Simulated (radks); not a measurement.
# Spin polarisation of the 5p shell in Ba³⁺

Aim: the energy gained and the exchange splitting as electrons of the 5p shell of Ba³⁺ are turned from spin down to spin up.

Method: scalar-relativistic Kohn-Sham, SCAN, spin-polarised, spherical densities, finite nucleus. Code: radks (a radial shooting solver on a logarithmic mesh, Libxc functionals) version 1.

**1. The system**

| Property | Result |
| --- | --- |
| element | barium (Z = 56) |
| charge | +3 |
| electrons | 53 |
| configuration | [Kr] 4d10 5s2 5p(up 2.5, down 2.5) |
| nuclear rms radius | 4.8378 fm |

A shell typed twice in an input gives spin up, then spin down.

**2. No moment**

Settings of this run:

```text
Z 56
configuration [Kr] 4d10 5s2 5p2.5 5p2.5
relativity scalar-relativistic
functional scan,scan
spin polarised
nucleus finite rms 4.8378 fm
c 137.035999084
```

**3. moment 0.25 in 5p**

Settings of this run:

```text
Z 56
configuration [Kr] 4d10 5s2 5p2.625 5p2.375
relativity scalar-relativistic
functional scan,scan
spin polarised
nucleus finite rms 4.8378 fm
c 137.035999084
```

**4. moment 0.5 in 5p**

Settings of this run:

```text
Z 56
configuration [Kr] 4d10 5s2 5p2.75 5p2.25
relativity scalar-relativistic
functional scan,scan
spin polarised
nucleus finite rms 4.8378 fm
c 137.035999084
```

**5. moment 0.75 in 5p**

Settings of this run:

```text
Z 56
configuration [Kr] 4d10 5s2 5p2.875 5p2.125
relativity scalar-relativistic
functional scan,scan
spin polarised
nucleus finite rms 4.8378 fm
c 137.035999084
```

**6. moment 1 in 5p**

Settings of this run:

```text
Z 56
configuration [Kr] 4d10 5s2 5p3 5p2
relativity scalar-relativistic
functional scan,scan
spin polarised
nucleus finite rms 4.8378 fm
c 137.035999084
```

**Question.** What will these runs give? Wanted: for each run, moment; E − E(0); ε(5p up); ε(5p down); splitting.

As calculated:

| moment (μB) | E − E(0) (eV) | ε(5p up) (eV) | ε(5p down) (eV) | splitting (eV) |
| --- | --- | --- | --- | --- |
| 0 | 0.000 | -42.580 | -42.580 | 0.000 |
| 0.25 | -0.022 | -42.721 | -42.434 | 0.287 |
| 0.5 | -0.074 | -42.856 | -42.286 | 0.570 |
| 0.75 | -0.161 | -42.985 | -42.136 | 0.850 |
| 1 | -0.283 | -43.110 | -41.981 | 1.130 |

At a moment of 1 μB the energy has fallen by 0.28 eV and the 5p levels split by 1.13 eV, 1.130 eV per μB. The Stoner form E = −I m²/4 would give I = 1.134 eV. The energy falls at every step.
